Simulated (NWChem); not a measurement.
# C2H3Br (vinyl bromide) at 5 levels

We compute a comparison of 5 runs (HF/STO-3G, HF/def2-SVP, B3LYP/6-31G*, B3LYP/def2-SVPD) of C2H3Br (vinyl bromide). 

Program for the calculation: NWChem 7.3.0.

### 1 The structure to begin with

The species is C2H3Br (6 atoms), meant as a singlet with charge 0. As SMILES, `C=CBr`. The coordinates come from a PBE0-D4/def2-TZVP relaxation.

Bond lengths: C1–C2 1.319 Å, C2–Br3 1.881 Å, C1–H4 1.083 Å, C1–H5 1.084 Å, C2–H6 1.082 Å. Angles: C1–C2–Br3 123.4°, C1–C2–H6 124.1°, Br3–C2–H6 112.6°, C2–C1–H4 122.5°, C2–C1–H5 119.4°, H4–C1–H5 118.1°.

### 2 Energy and gradient at HF/STO-3G (run 1)

calc.nw

```
start calc
memory total 2200 mb

geometry units angstrom noautosym nocenter noautoz
  C    -0.550460    0.207600   -0.473000
  C     0.418150    0.025740    0.403150
  Br    1.201850   -1.649360    0.746820
  H    -0.963860   -0.603240   -1.059290
  H    -0.955390    1.202650   -0.619610
  H     0.849720    0.816610    1.001930
end

basis spherical bse
  * library STO-3G
end

scf
  thresh 1e-08
  maxiter 80
  print medium
end

task scf gradient
```

Run with:

```bash
$ nwchem calc.nw > calc.out
```

Output:

```text
[...]
  functions       =    31
[...]
  wavefunction    = RHF
[...]
         Total SCF energy =  -2621.170325698677
      One-electron energy =  -3954.051994139835
      Two-electron energy =   1187.694886977530
 Nuclear repulsion energy =    145.186781463629
        Time for solution =      2.1s
[...]
                         RHF ENERGY GRADIENTS
    atom               coordinates                        gradient
                 x          y          z           x          y          z
   1 C      -1.040219   0.392307  -0.893840   -0.014343  -0.004192  -0.014620
   2 C       0.790189   0.048642   0.761843    0.007813   0.010734   0.009984
   3 Br      2.271167  -3.116838   1.411285    0.001174  -0.001601   0.000731
   4 H      -1.821431  -1.139958  -2.001768    0.000792  -0.002116   0.000247
   5 H      -1.805425   2.272679  -1.170893    0.001955   0.002891   0.002547
   6 H       1.605738   1.543169   1.893373    0.002609  -0.005717   0.001111
[...]
```

Wall time 3.6 s (1 thread of Intel Xeon Platinum 8223CL at 3.00GHz (Skylake/Cascade Lake), shared host); peak memory 0.099 GiB.

### 3 Energy and forces at HF/def2-SVP (run 2)

c2h3br.xyz

```xyz
6

C     -0.550460     0.207600    -0.473000
C      0.418150     0.025740     0.403150
Br     1.201850    -1.649360     0.746820
H     -0.963860    -0.603240    -1.059290
H     -0.955390     1.202650    -0.619610
H      0.849720     0.816610     1.001930
```

c2h3br.nw

```
start c2h3br
memory total 2200 mb
geometry units angstroms noautosym nocenter noautoz
 load c2h3br.xyz
end
basis spherical bse
 C library def2-SVP
 Br library def2-SVP
 H library def2-SVP
end
scf
 thresh 1e-08
 maxiter 80
end
task scf gradient
```

Run with:

```bash
$ nwchem c2h3br.nw > c2h3br.out
```

Output:

```text
[...]
  functions       =    75
[...]
  wavefunction    = RHF
[...]
         Total SCF energy =  -2649.494317052323
      One-electron energy =  -3975.046851401334
      Two-electron energy =   1180.365752885382
 Nuclear repulsion energy =    145.186781463629
        Time for solution =     13.1s
[...]
                         RHF ENERGY GRADIENTS
    atom               coordinates                        gradient
                 x          y          z           x          y          z
   1 C      -1.040219   0.392307  -0.893840   -0.002633  -0.000894  -0.002715
   2 C       0.790189   0.048642   0.761843    0.002999  -0.002847   0.002167
   3 Br      2.271167  -3.116838   1.411285   -0.001491   0.003419  -0.000599
   4 H      -1.821431  -1.139958  -2.001768   -0.000205  -0.000771  -0.000378
   5 H      -1.805425   2.272679  -1.170893   -0.000073   0.001058   0.000184
   6 H       1.605738   1.543169   1.893373    0.001403   0.000035   0.001341
[...]
```

Run time: 17 s. Hardware: 1 thread of Intel Xeon Platinum 8223CL at 3.00GHz (Skylake/Cascade Lake), shared host; peak memory 0.1 GiB.

Runs 3 to 4 aren't shown in full; the table further down has their settings and results.

### 4 Energy and forces at B3LYP/def2-SVPD (run 5)

geom.nw

```
echo
start geom
memory total 2200 mb
charge 0

geometry noautosym nocenter noautoz
  C    -0.550460    0.207600   -0.473000
  C     0.418150    0.025740    0.403150
  Br    1.201850   -1.649360    0.746820
  H    -0.963860   -0.603240   -1.059290
  H    -0.955390    1.202650   -0.619610
  H     0.849720    0.816610    1.001930
end

basis "ao basis" spherical bse
  C library def2-SVPD
  Br library def2-SVPD
  H library def2-SVPD
end

dft
  xc b3lyp
  mult 1
  grid fine
  convergence energy 1e-08
  maxiter 100
  mulliken
end

task dft gradient
```

Run with:

```bash
$ nwchem geom.nw > geom.out
```

Output:

```text
[...]
          Wavefunction type:  closed shell.
          No. of atoms     :     6
          No. of electrons :    50
[...]
          Charge           :     0
          Spin multiplicity:     1
[...]
          AO basis - number of functions:   105
[...]
              XC Information
              --------------
                         B3LYP Method XC Potential
                     Hartree-Fock (Exact) Exchange  0.200
                        Slater Exchange Functional  0.800 local
                    Becke 1988 Exchange Functional  0.720 non-local
              Lee-Yang-Parr Correlation Functional  0.810
                  VWN I RPA Correlation Functional  0.190 local
[...]
 d= 0,ls=0.0,diis     1  -2651.7687646323 -2.80D+03  1.28D-02  4.05D-01     3.6
[...]
 d= 0,ls=0.0,diis     8  -2651.8102307025 -5.19D-09  4.19D-06  1.05D-07    20.6
         Total DFT energy =    -2651.810230702506
      One electron energy =    -3974.356389255832
           Coulomb energy =     1280.625376484424
    Exchange-Corr. energy =     -103.265999394726
 Nuclear repulsion energy =      145.186781463629
[...]
      Total Density - Mulliken Population Analysis
     ---------------------------------------------
    Atom       Charge   Shell Charges
 -----------   ------   -------------------------------------------------------
    1 C    6     5.47   1.98  0.94  0.21 -0.10  2.10  0.36  0.03 -0.05
    2 C    6     6.01   1.98  0.96  0.02 -0.00  2.03  0.79  0.04  0.18
    3 Br  35    35.18   2.00  2.00  1.99  1.48  0.44  0.03  6.00  5.97  2.39  2.68  0.12  8.19  1.75  0.11  0.01
    4 H    1     1.20   0.77  0.42  0.02 -0.01
    5 H    1     1.09   0.76  0.32  0.02 -0.03
    6 H    1     1.07   0.76  0.28  0.02  0.00
[...]
  wavefunction    = closed shell
                         DFT ENERGY GRADIENTS
    atom               coordinates                        gradient
                 x          y          z           x          y          z
   1 C      -1.040219   0.392307  -0.893840    0.006160  -0.001825   0.005411
   2 C       0.790189   0.048642   0.761843   -0.004079  -0.001320  -0.004188
   3 Br      2.271167  -3.116838   1.411285   -0.004513   0.008805  -0.002181
   4 H      -1.821431  -1.139958  -2.001768    0.002298   0.003612   0.003045
   5 H      -1.805425   2.272679  -1.170893    0.002206  -0.004719   0.000967
   6 H       1.605738   1.543169   1.893373   -0.002072  -0.004552  -0.003055
[...]
```

It took 30 s on 1 thread of Intel Xeon Platinum 8223CL at 3.00GHz (Skylake/Cascade Lake), shared host; peak memory 0.13 GiB.

### 5 Overview of the runs

| run | level | iteration cap | module | energy (Eh) | dipole moment (D) | HOMO energy (eV) | LUMO energy (eV) | wall time |
| --- | --- | --- | --- | --- | --- | --- | --- | --- |
| 1 | HF/STO-3G | 80 | scf | -2621.170326 | 1.40 | -7.81 | 8.15 | 3.6 s |
| 2 | HF/def2-SVP | 80 | scf | -2649.494317 | 1.65 | -9.89 | 3.90 | 17 s |
| 3 | B3LYP/6-31G* (spherical functions) | 100 | dft | -2651.859802 | 1.54 | -6.99 | -0.06 | 27 s |
| 4 | B3LYP/6-31G* (Cartesian functions) | 100 | dft | -2651.870016 | 1.54 | -6.99 | -0.06 | 32 s |
| 5 | B3LYP/def2-SVPD | 100 | dft | -2651.810231 | 1.43 | -7.25 | -0.65 | 30 s |

### 6 What came out

```
                       quantity           value
            run 5: total energy  -2651.81023 Eh
           run 5: dipole moment          1.43 D
             run 5: HOMO energy        -7.25 eV
             run 5: LUMO energy        -0.65 eV
           run 5: HOMO–LUMO gap         6.60 eV
run 5: largest force on an atom      0.521 eV/Å
```

In words: The dipole moment (its size) runs from 1.40 D (HF/STO-3G) to 1.65 D (HF/def2-SVP). The HOMO–LUMO gap runs from 6.60 eV (B3LYP/def2-SVPD) to 15.97 eV (HF/STO-3G). The two ends differ in method and basis. In run 1 the basis is minimal, so the values are rough. All runs together took 1.8 min, the longest 32 s.
